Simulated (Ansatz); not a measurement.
# CH4OSSi: a spread of methods and bases

How do the results and run time of CH4OSSi respond when the settings are drawn wide?

Program: Ansatz 0.2.0, Gaussian basis. Level of theory: the settings change from run to run. These are calculated values, not measurements.

**1. The relaxed structure**

An earlier PBE0-D4 in a triple-zeta def2 set relaxation fixed the geometry.

8 atoms, charge 0, spin multiplicity 1.

Atoms are counted from 1 here; the program's logs count them from 0.

Bond lengths: O1–C2 1.199 Å, C2–S3 1.765 Å, C2–H5 1.104 Å, S3–Si4 2.163 Å, Si4–H6 1.479 Å, Si4–H7 1.479 Å, Si4–H8 1.484 Å. Angles: O1–C2–S3 124.8°, O1–C2–H5 123.0°, S3–C2–H5 112.1°, C2–S3–Si4 95.3°, S3–Si4–H6 110.3°, S3–Si4–H7 110.3°, S3–Si4–H8 103.0°, H6–Si4–H7 112.0°, H6–Si4–H8 110.4°, H7–Si4–H8 110.4°.

**2. PBE0/6-31++G****

Set apart from the defaults: density fitting with cc-pVTZ-jkfit.

The input, in.yaml:

```yaml
crystal:
  periodic: [false, false, false]
  atoms:
    - {symbol: O, position_ang: [1.365728, -0.848699, 0.834367]}
    - {symbol: C, position_ang: [1.640106, 0.161552, 0.249866]}
    - {symbol: S, position_ang: [0.485972, 1.154759, -0.643376]}
    - {symbol: Si, position_ang: [-1.224624, -0.100716, -0.223937]}
    - {symbol: H, position_ang: [2.662162, 0.576637, 0.213157]}
    - {symbol: H, position_ang: [-1.480356, -0.151442, 1.231950]}
    - {symbol: H, position_ang: [-1.025363, -1.449276, -0.797736]}
    - {symbol: H, position_ang: [-2.331524, 0.599986, -0.920091]}
basis:
  gaussian: {orbitals: "6-31++G**", fitting: {mean_field: cc-pVTZ-jkfit}}
hamiltonian: {xc: {name: PBE0}}
```

Run with:

```sh
ansatz run in.yaml --threads 2 --pin off --events-out ev --progress --plain --max-ram 4352MiB
```

The program printed:

```text
Functional definition: PBE0
  name "PBE0"
  cite "Adamo & Barone, J. Chem. Phys. 110, 6158 (1999) doi:10.1063/1.478522"
  cite "Perdew, Burke & Ernzerhof, Phys. Rev. Lett. 77, 3865 (1996) doi:10.1103/PhysRevLett.77.3865"
  parent pbe
  parameter a = 0.25
  parameter kappa = 0.804
  parameter beta = 0.06672455060314922
  exchange = (1 - a)*pbe_x(kappa = kappa, mu = beta*pi^2/3) + a*exact_x
  correlation = pbe_c(beta = beta)
520 factors; integrals over basis functions are off by at most 2.3e-1 eV
mean field evaluation 1: about -21846.6227 eV, gradient 4.6e1 eV
mean field evaluation 2: about -21829.9979 eV, gradient 1.0e2 eV
mean field evaluation 4: about -21850.9997 eV, gradient 7.0e0 eV
mean field evaluation 8: about -21851.1103 eV, gradient 9.8e-2 eV
mean field -21851.11033026 eV, -803.0134934225 hartree, gradient 3.6e-5 eV, S^2 0.000000; 0 other end points of the search recorded, 0 dependent functions left out
reference -21851.11039448 eV, -803.0134957825 hartree; 24, 24 occupied and 84, 84 virtual orbitals, 520 factors
Total energy: -21851.11039448 eV, -803.0134957825 hartree
```

Wall time 1.6 s (2 threads of Arm Neoverse V1, shared host).

**3. r2SCANh/def2-TZVP**

Set apart from the defaults: finite nuclei, D3(BJ) dispersion.

in.yaml, as its differences from that of step 2:

```diff
@@ -12,3 +12,4 @@
 basis:
-  gaussian: {orbitals: "6-31++G**", fitting: {mean_field: cc-pVTZ-jkfit}}
-hamiltonian: {xc: {name: PBE0}}
+  gaussian: {orbitals: def2-TZVP, nuclear_model: gaussian}
+hamiltonian: {xc: {name: r2SCANh}, dispersion: d3bj}
+output: {forces: true}
```

The command is unchanged.

The program printed, cut to the lines that bear on the results:

```text
Warning: the engine holds no damping parameters fitted to this dispersion correction and functional, so the run takes those fitted to r2scanh beside the three-body term, which d3bj leaves out (hamiltonian.dispersion, under Limitations)
Functional definition: r2SCANh
  name "r2SCANh"
  cite "Bursch, Neugebauer, Ehlert & Grimme, J. Chem. Phys. 156, 134105 (2022) doi:10.1063/5.0086040"
  cite "Furness, Kaplan, Ning, Perdew & Sun, J. Phys. Chem. Lett. 11, 8208 (2020) doi:10.1021/acs.jpclett.0c02405"
  cite "Furness, Kaplan, Ning, Perdew & Sun, J. Phys. Chem. Lett. 11, 9248 (2020) doi:10.1021/acs.jpclett.0c03077"
  parent r2scan
[...]
1020 factors; their error is unknown
[...]
mean field -21860.96437645 eV, -803.3756229407 hartree, gradient 2.6e-5 eV, S^2 0.000000; 0 other end points of the search recorded, 0 dependent functions left out
[...]
reference -21860.96438690 eV, -803.3756233249 hartree; 24, 24 occupied and 136, 136 virtual orbitals, 1020 factors
Total energy: -21861.01884158 eV, -803.3776244973 hartree
Atom 0 at     1.365728    -0.848699     0.834367 Å, force    -0.026572    -0.087665     0.050079 eV/Å
Atom 1 at     1.640106     0.161552     0.249866 Å, force     0.128409     0.031775     0.008445 eV/Å
Atom 2 at     0.485972     1.154759    -0.643376 Å, force    -0.064927     0.050874    -0.047147 eV/Å
Atom 3 at    -1.224624    -0.100716    -0.223937 Å, force    -0.050984    -0.010262    -0.004834 eV/Å
Atom 4 at     2.662162     0.576637     0.213157 Å, force    -0.039297    -0.004922    -0.005559 eV/Å
Atom 5 at    -1.480356    -0.151442     1.231950 Å, force     0.015011    -0.001690    -0.063918 eV/Å
Atom 6 at    -1.025363    -1.449276    -0.797736 Å, force    -0.006102     0.058186     0.029732 eV/Å
Atom 7 at    -2.331524     0.599986    -0.920091 Å, force     0.044462    -0.036298     0.033202 eV/Å
Dipole moment:    -0.029012     0.185354    -0.125041 e Å
```

Wall time 6 s (2 threads of Arm Neoverse V1, shared host); peak memory 0.34 GiB.

Largest force 0.133 eV/Å, dipole 1.08 D.

**4. revPBE0/aug-pcseg-2**

This run has unrestricted orbitals, a point charge of 1.00 e beside it, high accuracy.

in.yaml, as its differences from that of step 3:

```diff
@@ -12,4 +12,6 @@
 basis:
-  gaussian: {orbitals: def2-TZVP, nuclear_model: gaussian}
-hamiltonian: {xc: {name: r2SCANh}, dispersion: d3bj}
+  gaussian: {orbitals: aug-pcseg-2, point_charges: [{charge: 1.00, position_ang: [6.346, -0.765, -0.191]}]}
+magnetization: {spin_polarized: true, initial_magnetization: 0}
+hamiltonian: {xc: {name: revPBE0}}
+accuracy: high
 output: {forces: true}
```

The command is unchanged.

The program printed, cut to the lines that bear on the results:

```text
Functional definition: revPBE0
  name "revPBE0"
  cite "Zhang & Yang, Phys. Rev. Lett. 80, 890 (1998) doi:10.1103/PhysRevLett.80.890"
  cite "Adamo & Barone, J. Chem. Phys. 110, 6158 (1999) doi:10.1063/1.478522"
  cite "Perdew, Burke & Ernzerhof, Phys. Rev. Lett. 77, 3865 (1996) doi:10.1103/PhysRevLett.77.3865"
[...]
4419 factors; integrals over basis functions are off by at most 3.7e-9 eV
[...]
mean field -21859.88635447 eV, -803.3360063636 hartree, gradient 9.7e-8 eV, S^2 0.000000; 0 other end points of the search recorded, 0 dependent functions left out
[...]
reference -21859.88636115 eV, -803.3360066091 hartree; 24, 24 occupied and 260, 260 virtual orbitals, 4419 factors
Total energy: -21859.88636115 eV, -803.3360066091 hartree
Atom 0 at     1.365728    -0.848699     0.834367 Å, force     0.275432    -0.314058     0.202984 eV/Å
Atom 1 at     1.640106     0.161552     0.249866 Å, force    -0.444431     0.283057    -0.262919 eV/Å
Atom 2 at     0.485972     1.154759    -0.643376 Å, force     0.382512     0.088091     0.023612 eV/Å
Atom 3 at    -1.224624    -0.100716    -0.223937 Å, force    -0.510061    -0.165411     0.031159 eV/Å
Atom 4 at     2.662162     0.576637     0.213157 Å, force     0.131863     0.090725     0.010476 eV/Å
Atom 5 at    -1.480356    -0.151442     1.231950 Å, force     0.061589     0.023204     0.000629 eV/Å
Atom 6 at    -1.025363    -1.449276    -0.797736 Å, force     0.063225     0.010372    -0.014469 eV/Å
Atom 7 at    -2.331524     0.599986    -0.920091 Å, force     0.058194     0.018934    -0.008661 eV/Å
Dipole moment:    -0.340993     0.214559    -0.147205 e Å
```

Wall time 66 s (2 threads of Arm Neoverse V1, shared host); peak memory 2.7 GiB.

Largest force 0.589 eV/Å, dipole 2.06 D, ⟨S²⟩ 0.000.

**5. B3LYP5/6-31++G****

Set apart from the defaults: high accuracy.

in.yaml, as its differences from that of step 4:

```diff
@@ -12,5 +12,4 @@
 basis:
-  gaussian: {orbitals: aug-pcseg-2, point_charges: [{charge: 1.00, position_ang: [6.346, -0.765, -0.191]}]}
-magnetization: {spin_polarized: true, initial_magnetization: 0}
-hamiltonian: {xc: {name: revPBE0}}
+  gaussian: {orbitals: "6-31++G**"}
+hamiltonian: {xc: {name: B3LYP5}}
 accuracy: high
```

The command is unchanged.

The program printed, cut to the lines that bear on the results:

```text
Functional definition: B3LYP5
  name "B3LYP5"
  cite "Stephens, Devlin, Chabalowski & Frisch, J. Phys. Chem. 98, 11623 (1994) doi:10.1021/j100096a001"
  cite "Becke, Phys. Rev. A 38, 3098 (1988) doi:10.1103/PhysRevA.38.3098"
  cite "Lee, Yang & Parr, Phys. Rev. B 37, 785 (1988) doi:10.1103/PhysRevB.37.785"
  cite "Vosko, Wilk & Nusair, Can. J. Phys. 58, 1200 (1980) doi:10.1139/p80-159"
[...]
2240 factors; integrals over basis functions are off by at most 4.1e-9 eV
[...]
mean field -21857.83501980 eV, -803.2606212049 hartree, gradient 3.0e-8 eV, S^2 0.000000; 0 other end points of the search recorded, 0 dependent functions left out
[...]
reference -21857.83506204 eV, -803.2606227574 hartree; 24, 24 occupied and 84, 84 virtual orbitals, 2240 factors
Total energy: -21857.83506204 eV, -803.2606227574 hartree
Atom 0 at     1.365728    -0.848699     0.834367 Å, force    -0.225892    -1.041800     0.615500 eV/Å
Atom 1 at     1.640106     0.161552     0.249866 Å, force     0.654909     0.794522    -0.361372 eV/Å
Atom 2 at     0.485972     1.154759    -0.643376 Å, force    -0.037607     0.427213    -0.281573 eV/Å
Atom 3 at    -1.224624    -0.100716    -0.223937 Å, force    -0.420928    -0.182780     0.022602 eV/Å
Atom 4 at     2.662162     0.576637     0.213157 Å, force     0.059564     0.007740     0.008470 eV/Å
Atom 5 at    -1.480356    -0.151442     1.231950 Å, force    -0.011434    -0.002009    -0.012335 eV/Å
Atom 6 at    -1.025363    -1.449276    -0.797736 Å, force    -0.014947     0.007642     0.002771 eV/Å
Atom 7 at    -2.331524     0.599986    -0.920091 Å, force    -0.003665    -0.010529     0.005937 eV/Å
Dipole moment:    -0.073740     0.174008    -0.127807 e Å
```

Run time: 8.5 s. Hardware: 2 threads of Arm Neoverse V1, shared host; peak memory 0.41 GiB.

Largest force 1.231 eV/Å, dipole 1.10 D.

**6. rPW86-PBE/cc-pVTZ**

This run has D4 dispersion, relativity set to scalar.

in.yaml, as its differences from that of step 5:

```diff
@@ -12,5 +12,4 @@
 basis:
-  gaussian: {orbitals: "6-31++G**"}
-hamiltonian: {xc: {name: B3LYP5}}
-accuracy: high
+  gaussian: {orbitals: cc-pVTZ}
+hamiltonian: {xc: {name: rPW86-PBE}, dispersion: d4, pseudopotentials: {relativity: scalar}}
 output: {forces: true}
```

Launched as before.

The program printed, cut to the lines that bear on the results:

```text
Functional definition: rPW86-PBE
  name "rPW86-PBE"
  cite "Murray, Lee & Langreth, J. Chem. Theory Comput. 5, 2754 (2009) doi:10.1021/ct900365q"
  cite "Perdew, Burke & Ernzerhof, Phys. Rev. Lett. 77, 3865 (1996) doi:10.1103/PhysRevLett.77.3865"
  parent pbe
[...]
1114 factors; their error is unknown
[...]
mean field -21931.08368147 eV, -805.9524598716 hartree, gradient 4.7e-5 eV, S^2 0.000000; 0 other end points of the search recorded, 0 dependent functions left out
[...]
reference -21931.08378413 eV, -805.9524636444 hartree; 24, 24 occupied and 160, 160 virtual orbitals, 1114 factors
Total energy: -21931.29678985 eV, -805.9602914602 hartree
Relativity: scalar
Atom 0 at     1.365728    -0.848699     0.834367 Å, force    -0.241855    -1.149274     0.680629 eV/Å
Atom 1 at     1.640106     0.161552     0.249866 Å, force     0.617453     0.670509    -0.290474 eV/Å
Atom 2 at     0.485972     1.154759    -0.643376 Å, force    -0.051573     0.648236    -0.425988 eV/Å
Atom 3 at    -1.224624    -0.100716    -0.223937 Å, force    -0.307353    -0.177457     0.044647 eV/Å
Atom 4 at     2.662162     0.576637     0.213157 Å, force     0.078480     0.072960    -0.029003 eV/Å
Atom 5 at    -1.480356    -0.151442     1.231950 Å, force    -0.025426    -0.014067     0.084392 eV/Å
Atom 6 at    -1.025363    -1.449276    -0.797736 Å, force    -0.000607    -0.085188    -0.026815 eV/Å
Atom 7 at    -2.331524     0.599986    -0.920091 Å, force    -0.069119     0.034281    -0.037389 eV/Å
Dipole moment:    -0.027969     0.166583    -0.112804 e Å
```

Run time: 7 s. Hardware: 2 threads of Arm Neoverse V1, shared host; peak memory 0.25 GiB.

Largest force 1.357 eV/Å, dipole 0.98 D.

**7. PBE0/x2c-TZVPPall**

Set apart from the defaults: coordinates scaled by 1.05, a grid of angular degree 11, D3(BJ) with three-body dispersion.

The input, in.yaml:

```yaml
crystal:
  periodic: [false, false, false]
  atoms:
    - {symbol: O, position_ang: [1.434014, -0.891134, 0.876085]}
    - {symbol: C, position_ang: [1.722111, 0.169630, 0.262360]}
    - {symbol: S, position_ang: [0.510271, 1.212497, -0.675545]}
    - {symbol: Si, position_ang: [-1.285856, -0.105752, -0.235133]}
    - {symbol: H, position_ang: [2.795271, 0.605468, 0.223815]}
    - {symbol: H, position_ang: [-1.554374, -0.159014, 1.293547]}
    - {symbol: H, position_ang: [-1.076631, -1.521740, -0.837623]}
    - {symbol: H, position_ang: [-2.448100, 0.629985, -0.966096]}
basis:
  gaussian: {orbitals: x2c-TZVPPall, final_grid: {core_spheres: 5, valence_spheres: 4, degree: 11}}
hamiltonian: {xc: {name: PBE0}, dispersion: d3bjatm}
output: {forces: true}
```

The command is unchanged.

The program printed, cut to the lines that bear on the results:

```text
Functional definition: PBE0
  name "PBE0"
  cite "Adamo & Barone, J. Chem. Phys. 110, 6158 (1999) doi:10.1063/1.478522"
  cite "Perdew, Burke & Ernzerhof, Phys. Rev. Lett. 77, 3865 (1996) doi:10.1103/PhysRevLett.77.3865"
  parent pbe
[...]
1176 factors; their error is unknown
[...]
mean field -21901.32330995 eV, -804.8587863904 hartree, gradient 3.5e-5 eV, S^2 0.000000; 0 other end points of the search recorded, 0 dependent functions left out
[...]
reference -21901.32333072 eV, -804.8587871537 hartree; 24, 24 occupied and 178, 178 virtual orbitals, 1176 factors
Total energy: -21901.48664270 eV, -804.8647887583 hartree
Relativity: scalar
Atom 0 at     1.434014    -0.891134     0.876085 Å, force     1.091672     4.110524    -2.383842 eV/Å
Atom 1 at     1.722111     0.169630     0.262360 Å, force    -0.859716    -2.436691     1.365530 eV/Å
Atom 2 at     0.510271     1.212497    -0.675545 Å, force     0.224075    -1.782981     1.189789 eV/Å
Atom 3 at    -1.285856    -0.105752    -0.235133 Å, force     0.187830     0.157226    -0.058684 eV/Å
Atom 4 at     2.795271     0.605468     0.223815 Å, force    -1.570452    -0.630845     0.052023 eV/Å
Atom 5 at    -1.554374    -0.159014     1.293547 Å, force     0.210606     0.055820    -1.142786 eV/Å
Atom 6 at    -1.076631    -1.521740    -0.837623 Å, force    -0.144210     1.067488     0.439478 eV/Å
Atom 7 at    -2.448100     0.629985    -0.966096 Å, force     0.860195    -0.540539     0.538491 eV/Å
Dipole moment:    -0.058091     0.198278    -0.139822 e Å
```

It took 3.8 s on 2 threads of Arm Neoverse V1, shared host; peak memory 0.47 GiB.

Largest force 4.876 eV/Å, dipole 1.20 D.

**8. PBEsol/aug-cc-pVDZ**

This run has density fitting with cc-pVTZ-jkfit, D4 dispersion, the search for lower states set to off.

The input, in.yaml:

```yaml
crystal:
  periodic: [false, false, false]
  atoms:
    - {symbol: O, position_ang: [1.365728, -0.848699, 0.834367]}
    - {symbol: C, position_ang: [1.640106, 0.161552, 0.249866]}
    - {symbol: S, position_ang: [0.485972, 1.154759, -0.643376]}
    - {symbol: Si, position_ang: [-1.224624, -0.100716, -0.223937]}
    - {symbol: H, position_ang: [2.662162, 0.576637, 0.213157]}
    - {symbol: H, position_ang: [-1.480356, -0.151442, 1.231950]}
    - {symbol: H, position_ang: [-1.025363, -1.449276, -0.797736]}
    - {symbol: H, position_ang: [-2.331524, 0.599986, -0.920091]}
basis:
  gaussian: {orbitals: aug-cc-pVDZ, fitting: {mean_field: cc-pVTZ-jkfit}}
hamiltonian: {xc: {name: PBEsol}, dispersion: d4}
scf: {lower_state_search: off}
```

Same command.

The program printed, cut to the lines that bear on the results:

```text
Functional definition: PBEsol
  name "PBEsol"
  cite "Perdew et al., Phys. Rev. Lett. 100, 136406 (2008) doi:10.1103/PhysRevLett.100.136406"
  cite "Perdew, Burke & Ernzerhof, Phys. Rev. Lett. 77, 3865 (1996) doi:10.1103/PhysRevLett.77.3865"
  parent pbesol
[...]
520 factors; integrals over basis functions are off by at most 3.1e-1 eV
[...]
mean field -21807.26415702 eV, -801.4021762760 hartree, gradient 8.2e-7 eV, S^2 0.000000; 0 other end points of the search recorded, 0 dependent functions left out
reference -21807.26422583 eV, -801.4021788045 hartree; 24, 24 occupied and 112, 112 virtual orbitals, 520 factors
Total energy: -21807.32372388 eV, -801.4043653176 hartree
Checks for a lower state left out: stability, starts, cluster_reference, orbital_swaps, neighbouring_geometries, increment
```

Run time: 1.1 s. Hardware: 2 threads of Arm Neoverse V1, shared host.

**9. CCSD/def2-TZVP**

This run has correlated electrons set to all.

in.yaml, as its differences from that of step 8:

```diff
@@ -12,4 +12,4 @@
 basis:
-  gaussian: {orbitals: aug-cc-pVDZ, fitting: {mean_field: cc-pVTZ-jkfit}}
-hamiltonian: {xc: {name: PBEsol}, dispersion: d4}
-scf: {lower_state_search: off}
+  gaussian: {orbitals: def2-TZVP}
+hamiltonian: {xc: {name: HF}}
+correlation: {method: ccsd, electrons: all}
```

Launched as before.

The program printed, cut to the lines that bear on the results:

```text
Functional definition: HF
  name "HF"
  cite "Fock, Z. Phys. 61, 126 (1930) doi:10.1007/BF01340294"
  parent pbe
[...]
1047 factors; integrals over basis functions are off by at most 1.4e-3 eV
[...]
mean field -21812.78039442 eV, -801.6048942615 hartree, gradient 1.7e-6 eV, S^2 0.000000; 0 other end points of the search recorded, 0 dependent functions left out
reference -21812.78039442 eV, -801.6048942615 hartree; 24, 24 occupied and 136, 136 virtual orbitals, 1047 factors
second order -24.95897172 eV of doubles, -0.00000000 eV of singles
cycle   1  -25.24838059 eV  change   -2.9e-1 eV  update   1.2e-1
[...]
cycle  10  -26.00750797 eV  change    1.7e-5 eV  update   2.5e-5
Total energy: -21838.78790240 eV, -802.5606525509 hartree
```

Wall time 55 s (2 threads of Arm Neoverse V1, shared host); peak memory 1.9 GiB.

T1 0.012.

**10. rPW86-PBE/pcseg-2**

Set apart from the defaults: multiplicity 3, restricted open-shell orbitals.

in.yaml, as its differences from that of step 9:

```diff
@@ -12,4 +12,4 @@
 basis:
-  gaussian: {orbitals: def2-TZVP}
-hamiltonian: {xc: {name: HF}}
-correlation: {method: ccsd, electrons: all}
+  gaussian: {orbitals: pcseg-2}
+magnetization: {spin_polarized: false, initial_magnetization: 2}
+hamiltonian: {xc: {name: rPW86-PBE}}
```

The command is unchanged.

The program printed, cut to the lines that bear on the results:

```text
Functional definition: rPW86-PBE
  name "rPW86-PBE"
  cite "Murray, Lee & Langreth, J. Chem. Theory Comput. 5, 2754 (2009) doi:10.1021/ct900365q"
  cite "Perdew, Burke & Ernzerhof, Phys. Rev. Lett. 77, 3865 (1996) doi:10.1103/PhysRevLett.77.3865"
  parent pbe
[...]
1030 factors; their error is unknown
[...]
mean field -21884.91909028 eV, -804.2559424367 hartree, gradient 9.3e-6 eV, S^2 2.000000; 6 other end points of the search recorded, 0 dependent functions left out
reference -21884.91921391 eV, -804.2559469800 hartree; 25, 23 occupied and 159, 161 virtual orbitals, 1030 factors
Total energy: -21884.91921391 eV, -804.2559469800 hartree
```

Run time: 66 s. Hardware: 2 threads of Arm Neoverse V1, shared host; peak memory 0.56 GiB.

**11. The runs in one table**

| level | charge | multiplicity | geometry | functions | energy (eV) | time |
| --- | --- | --- | --- | --- | --- | --- |
| PBE0/6-31++G** | 0 | 1 | relaxed | 108 | -21851.110 | 1.6 s |
| r2SCANh/def2-TZVP | 0 | 1 | relaxed | 160 | -21861.019 | 6 s |
| revPBE0/aug-pcseg-2 | 0 | 1 | relaxed, point charge | 284 | -21859.886 | 66 s |
| B3LYP5/6-31++G** | 0 | 1 | relaxed | 108 | -21857.835 | 8.5 s |
| rPW86-PBE/cc-pVTZ | 0 | 1 | relaxed | 184 | -21931.297 | 7 s |
| PBE0/x2c-TZVPPall | 0 | 1 | scaled | 202 | -21901.487 | 3.8 s |
| PBEsol/aug-cc-pVDZ | 0 | 1 | relaxed | 136 | -21807.324 | 1.1 s |
| CCSD/def2-TZVP | 0 | 1 | relaxed | 160 | -21838.788 | 55 s |
| rPW86-PBE/pcseg-2 | 0 | 3 | relaxed | 184 | -21884.919 | 66 s |

**12. Summary of results**

```
                                         quantity                      value
                                             runs                          9
                                         quickest  PBEsol/aug-cc-pVDZ, 1.1 s
                                          slowest  revPBE0/aug-pcseg-2, 66 s
spread of total energies, same state and geometry                   124.0 eV
                  dipole, same state and geometry             0.98 to 1.10 D
```

revPBE0/aug-pcseg-2 took 63 times as long as PBEsol/aug-cc-pVDZ. The jobs differ in tasks and options as well as level. Total energies at one charge and spin differ by 124 eV between levels, so only differences within one level mean anything. Some of these runs are scalar-relativistic and others not, which shifts the totals of all-electron atoms past neon by eV; core potentials, where a basis has them, take the core out of the total altogether. At the PBE0-D4/def2-TZVP geometry and in the same state, runs without warnings or point charges leave forces up to 1.36 eV/Å (rPW86-PBE/cc-pVTZ), against 4.9 eV/Å where the atoms were moved. At that geometry and state the dipole changes by 12 % between the lowest and highest value.
